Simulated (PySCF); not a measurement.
# C3H9BrSi: the cost of one run

Programs: PySCF 2.14.0, with density-fitted response routines of our own. Each step states its level of theory. These are calculated values for one molecule in the gas phase, unless marked as measured. Atoms count from 0, in the outputs and in this text.

**1. The molecule as given**

14 atoms, charge 0, multiplicity 1; geometry from: GFN2-xTB. The atoms were then displaced at random by about 0.01 Å, so the start is not that level's minimum.

Bonds of the start (Å): Si0–C1 1.88, C1–C2 1.51, C2–C3 1.57, C3–Br4 1.93, Si0–H5 1.44, Si0–H6 1.47, Si0–H7 1.49, C1–H8 1.08, C1–H9 1.09, C2–H10 1.10, C2–H11 1.09, C3–H12 1.09, C3–H13 1.07.

**2. Relaxing the molecule at PBE0-D3(BJ)/def2-SVP**

The job: settings as JSON, then the geometry in Å.

```
{"job": {"xc": "PBE0", "basis": "def2-SVP", "d3": "d3bj", "grid": 1, "shake": 0.01, "kind": "geom"}, "charge": 0, "multiplicity": 1}
Si    -2.146940    -0.214960    -0.494620
C     -0.281130    -0.110550    -0.711820
C      0.438660     0.100200     0.601950
C      1.990050     0.166100     0.373970
Br     2.927270     0.422760     2.041690
H     -2.498480    -1.304480     0.381640
H     -2.755010    -0.390200    -1.818210
H     -2.617120     1.073290     0.082380
H      0.081910    -1.021350    -1.155540
H     -0.019120     0.703460    -1.382940
H      0.222130    -0.719360     1.306290
H      0.131630     1.032530     1.086610
H      2.200530     1.009590    -0.276840
H      2.318470    -0.762100    -0.042330
```

The run is started by

```bash
OMP_NUM_THREADS=1 python probes_run.py task.json out
```

One launch serves the whole session: the jobs run in the order shown.

Q: Estimate the wall time and peak memory of this first job on 1 thread of Arm Neoverse N1, shared host.

About 71 s, with a peak of 0.55 GiB.
